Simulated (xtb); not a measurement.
**SiH3SeCl (SMILES Cl[SiH2][SeH]): GFN0-xTB (coordinate dihedral, coordinate atoms (6, 3, 2, 1), force constant 1 in the program's units, held value 239.2 degree)**

We compute a structure relaxation of SiH3SeCl. 

The results are computed with xtb 6.7.1.

4 further runs of the same task are left out: 4 set aside as unsound or not needed.

## (1) The structure to begin with

SiH3SeCl has 6 atoms, charge 0, and is taken as a singlet. SMILES: `Cl[SiH2][SeH]`. All atoms were displaced at random from a relaxed shape. The run starts from this shape.

Bond lengths: Cl1–Si2 2.053 Å, Si2–Se3 2.250 Å, Si2–H4 1.417 Å, Si2–H5 1.467 Å, Se3–H6 1.634 Å. Angles: Cl1–Si2–Se3 103.7°, Cl1–Si2–H4 107.8°, Cl1–Si2–H5 111.7°, Se3–Si2–H4 112.1°, Se3–Si2–H5 110.8°, Si2–Se3–H6 93.5°, H4–Si2–H5 110.4°.

## (2) A geometry optimisation at GFN0-xTB (coordinate dihedral, coordinate atoms (6, 3, 2, 1), force constant 1 in the program's units, held value 239.2 degree)

Contents of xtb.inp:

```
$chrg 0
$spin 0
$constrain
   force constant=1
   dihedral: 6, 3, 2, 1, 239.2
$end
```

Contents of geo.gen:

```
6 C
 Cl Si Se H
   1  1     -2.34488700      0.04765200     -0.05986600
   2  2     -0.32098300     -0.09297200     -0.37375500
   3  3      0.56305400      0.32330800      1.65311000
   4  4     -0.04144500     -1.40863900     -0.81811300
   5  4      0.14569500      0.88913600     -1.35780300
   6  4      2.10024700      0.13995600      1.12977900
```

Launch:

```
$ xtb geo.gen --gfn 0 --input xtb.inp -o tight > xtb.out 2> xtb.err
```

Q: Predict the results. Wanted: total energy at the end; dipole moment; HOMO energy; LUMO energy; HOMO–LUMO gap; dispersion energy; mean polarisability.

**Answer.** As computed:

At GFN0-xTB (coordinate dihedral, coordinate atoms (6, 3, 2, 1), force constant 1 in the program's units, held value 239.2 degree):

| quantity | value |
| --- | --- |
| total energy at the end | -11.08545 Eh |
| dipole moment | 2.48 D |
| HOMO energy | -11.15 eV |
| LUMO energy | -6.87 eV |
| HOMO–LUMO gap | 4.28 eV |
| dispersion energy | -3.76 kJ/mol |
| mean polarisability (D4 model) | 72.9 bohr³ |

**Reading.** At the final geometry: Bond lengths: Cl1–Si2 2.013 Å, Si2–Se3 2.316 Å, Si2–H4 1.438 Å, Si2–H5 1.439 Å, Se3–H6 1.459 Å. Angles: Cl1–Si2–Se3 110.8°, Cl1–Si2–H4 110.6°, Cl1–Si2–H5 111.1°, Se3–Si2–H4 107.8°, Se3–Si2–H5 105.9°, Si2–Se3–H6 87.7°, H4–Si2–H5 110.5°.
